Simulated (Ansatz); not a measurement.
# GePH₃ (triplet): wave-function methods side by side at a displaced geometry (v2), cc-pVDZ

Aim: climb from Hartree-Fock through coupled cluster for GePH₃ (triplet) at one geometry and basis, and see what each rung misses.

Method: cc-pVDZ, core rule «outside noble gas», up to 19 orbitals frozen; program: Ansatz 0.2.0, Gaussian basis.

The runs, in order: UHF; CCSD(T) on ROHF; CCSD(T) on UHF; BCCD(T) on ROHF; CISD; CCSDT(Q) on ROHF; CCSDT(Q) on UHF.

29 further runs of the same task are left out: 2 for a known fault of the program, 16 that didn't finish, 11 set aside as unsound or not needed.

### 1 The system

The geometry is a PBE0/def2-TZVP stationary point (not a proven minimum) with its atoms shifted at random (size 0.100 Å). No spin-orbit coupling is included. The filled d shell of Ge may be among the frozen orbitals whatever the setting's name suggests; the logs give the count.

5 atoms, charge 0, spin multiplicity 3.

Atoms are counted from 1 here; the program's logs count them from 0.

Bond lengths: Ge1–P2 2.147 Å, Ge1–H3 1.550 Å, Ge1–H4 1.597 Å, Ge1–H5 1.690 Å. Angles: P2–Ge1–H3 113.2°, P2–Ge1–H4 109.4°, P2–Ge1–H5 112.6°, H3–Ge1–H4 109.0°, H3–Ge1–H5 107.3°, H4–Ge1–H5 105.0°.

### 2 UHF

The input, in.yaml:

```yaml
crystal:
  periodic: [false, false, false]
  atoms:
    - {symbol: Ge, position_ang: [-0.606689, -0.005333, -0.001955]}
    - {symbol: P, position_ang: [1.540237, 0.019973, 0.006536]}
    - {symbol: H, position_ang: [-1.234427, 1.412275, 0.004501]}
    - {symbol: H, position_ang: [-1.133746, -0.813299, 1.271118]}
    - {symbol: H, position_ang: [-1.240196, -0.828420, -1.335567]}
basis:
  gaussian: {orbitals: cc-pVDZ}
magnetization: {spin_polarized: true, initial_magnetization: 2}
hamiltonian: {xc: hf}
output: {orbitals: {seedname: orbitals}}
```

Launch:

```
ansatz run in.yaml --threads 1 --pin off --events-out ev --progress --plain --max-ram 2393MiB
```

Further steps of the session: CCSD(T) on ROHF; CCSD(T) on UHF; BCCD(T) on ROHF; CISD; CCSDT(Q) on ROHF; CCSDT(Q) on UHF.

**Question.** What will the summary of the whole plan be? Wanted: UCCSDT(Q) below the RHF energy; RMP2 from UCCSDT(Q); UMP2 from UCCSDT(Q); RCCSD from UCCSDT(Q); RCCSD(T) from UCCSDT(Q); UCCSD(T) from UCCSDT(Q); RCCSDT(Q) from UCCSDT(Q); T1 diagnostic.

**Answer**, as computed:

| quantity | value |
| --- | --- |
| UCCSDT(Q) below the RHF energy | -6.2866 eV |
| RMP2 from UCCSDT(Q) | +1308.7 meV |
| UMP2 from UCCSDT(Q) | +1333.1 meV |
| RCCSD from UCCSDT(Q) | +190.6 meV |
| RCCSD(T) from UCCSDT(Q) | +39.1 meV |
| UCCSD(T) from UCCSDT(Q) | +38.6 meV |
| RCCSDT(Q) from UCCSDT(Q) | +0.6 meV |
| levels within 1 kcal/mol (43 meV) | RCCSD(T), UCCSD(T), BCCD(T), RCCSDT, UCCSDT, RCCSDT(Q) |
| T1 diagnostic | 0.020 |

RCCSD(T) misses by +39.1 meV, 0.6 % of the correlation energy. These misses are within one basis, not against nature; the frozen cores of restricted and unrestricted runs differ, which can shift their rows.
